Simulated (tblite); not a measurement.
# CH12Ge2OSi2: the cost of one run

The runs use tblite 0.8.0 and PySCF 2.14.0, with density-fitted response routines of our own; the level of theory stands in each step. All values are computed, except where a source is named. Atoms count from 0, in the outputs and in this text.

### Step 1. The molecule as given

18 atoms, charge 0, multiplicity 1; geometry from: force field or distance geometry start.

Bonds of the start (Å): Si0–O1 1.73, O1–Si2 1.73, Si2–Ge3 2.31, Ge3–C4 1.94, C4–Ge5 1.94, Si0–H6 1.47, Si0–H7 1.47, Si0–H8 1.47, Si2–H9 1.46, Si2–H10 1.48, Ge3–H11 1.56, Ge3–H12 1.56, C4–H13 1.12, C4–H14 1.10, Ge5–H15 1.56, Ge5–H16 1.55, Ge5–H17 1.54.

### Step 2. Geometry optimisation with GFN2-xTB

Job settings and geometry (Å):

```
{"job": {"kind": "relax", "xc": "GFN2-xTB", "basis": "xTB"}, "charge": 0, "multiplicity": 1}
Si     2.128800     1.519200     0.008000
O      1.142800     1.083200    -1.350000
Si     1.231500    -0.641500    -1.454500
Ge    -0.133300    -1.625300     0.130100
C     -1.960500    -0.984600    -0.010200
Ge    -2.059400     0.867800     0.568700
H      1.549800     0.983200     1.247700
H      3.507500     1.050200    -0.165500
H      2.150200     2.984700     0.118000
H      2.600200    -1.130100    -1.319800
H      0.729100    -1.039200    -2.786500
H     -0.125300    -3.168900    -0.086100
H      0.401700    -1.326700     1.569200
H     -2.288600    -1.057500    -1.075600
H     -2.623800    -1.593100     0.624800
H     -1.384000     1.005400     1.973200
H     -1.333500     1.788100    -0.445700
H     -3.541800     1.291400     0.669000
```

Launch:

```sh
$ OMP_NUM_THREADS=1 python probes_run.py task.json out
```

The driver reads the jobs from task.json and runs them one after another.

**Question.** How long does this first job take on 1 thread of Arm Neoverse N1, shared host, and how much memory does it need?

About 1.6 s, with a peak of 0.18 GiB.
